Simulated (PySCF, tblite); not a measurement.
# C2H12SSi4: geometry, infrared bands and NMR shifts

What infrared bands and NMR shifts should C2H12SSi4 (`CS[Si@@H]1[SiH2]C[SiH2][SiH2]1`) show?

Computed with tblite 0.8.0 and PySCF 2.14.0, with density-fitted response routines of our own, on a single molecule in the gas phase. Atoms count from 0, in the outputs and in this text.

## Step 1: The molecule as given

19 atoms, charge 0, multiplicity 1; geometry from: force field or distance geometry start.

Bonds of the start (Å): C0–S1 1.82, S1–Si2 2.12, Si2–Si3 2.26, Si3–C4 1.87, C4–Si5 1.86, Si5–Si6 2.25, Si6–Si2 2.26, C0–H7 1.12, C0–H8 1.10, C0–H9 1.11, Si2–H10 1.47, Si3–H11 1.45, Si3–H12 1.46, C4–H13 1.10, C4–H14 1.09, Si5–H15 1.47, Si5–H16 1.48, Si6–H17 1.45, Si6–H18 1.47.

## Step 2: Optimising the geometry with GFN2-xTB

The job: settings as JSON, then the geometry in Å.

```
{"job": {"kind": "relax", "xc": "GFN2-xTB", "basis": "xTB"}, "charge": 0, "multiplicity": 1}
C      3.142000     0.383800     0.060300
S      2.286100     0.138900     1.646000
Si     0.276400    -0.476700     1.371700
Si    -0.060600    -1.387600    -0.664900
C     -1.873700    -0.969100    -0.871700
Si    -1.915700     0.887600    -0.893500
Si    -1.129000     1.282300     1.178400
H      3.847000     1.253000     0.158800
H      3.758100    -0.496800    -0.166000
H      2.423000     0.573100    -0.759700
H     -0.185200    -1.401000     2.412000
H      0.764000    -0.769800    -1.681600
H      0.142700    -2.836400    -0.640700
H     -2.368500    -1.295700     0.052200
H     -2.332700    -1.436200    -1.745900
H     -3.265900     1.439000    -1.054600
H     -0.954000     1.459300    -1.865500
H     -0.381600     2.518500     1.268500
H     -2.182100     1.143300     2.188600
```

The run is started by

```bash
> OMP_NUM_THREADS=1 python probes_run.py task.json out
```

The driver reads the jobs from task.json and runs them one after another.

**Question.** This job is followed by: GFN2-xTB harmonic vibrations, gas phase; GIAO PBE0/pcSseg-1 NMR shielding, non-relativistic, gas phase. What will the session give for the following? strongest single infrared mode (GFN2-xTB); zero-point energy (GFN2-xTB); 13C shifts against TMS (PBE0/pcSseg-1); 1H shifts against TMS (PBE0/pcSseg-1, means over atoms taken as alike); 33S shifts against CS2 (PBE0/pcSseg-1); 29Si shifts against TMS (PBE0/pcSseg-1).

As calculated:

| quantity | value |
| --- | --- |
| strongest single infrared mode (GFN2-xTB) | 743 cm⁻¹, 610 km/mol |
| zero-point energy (GFN2-xTB) | 77.2 kcal/mol |
| 13C shifts against TMS (PBE0/pcSseg-1) | 15.3, -11.0 ppm |
| 1H shifts against TMS (PBE0/pcSseg-1, means over atoms taken as alike) | 5.12, 4.29, 4.11, 4.06, 4.05, 3.48, 3.36, 2.00, 0.45, -0.49 ppm |
| 33S shifts against CS2 (PBE0/pcSseg-1) | -226 ppm |
| 29Si shifts against TMS (PBE0/pcSseg-1) | -38.8, -70.3, -79.9, -131.8 ppm |

In words: Relaxing lowered the energy by 0.820 eV in 131 steps; the close pair that moved most is Si2–Si6, from 2.260 to 2.353 Å. No mode is imaginary among the 51: a minimum at this level. The strongest single mode, at 743 cm⁻¹, is spread over several atoms, C4, H11, H16, Si5 among them. GFN2-xTB is a fitted tight-binding method: band positions and strengths are rough. Its intensities can rank the bands wrongly. At PBE0/pcSseg-1: Shielding is most anisotropic at S1 (span 283 ppm, paramagnetic term -327 ppm).
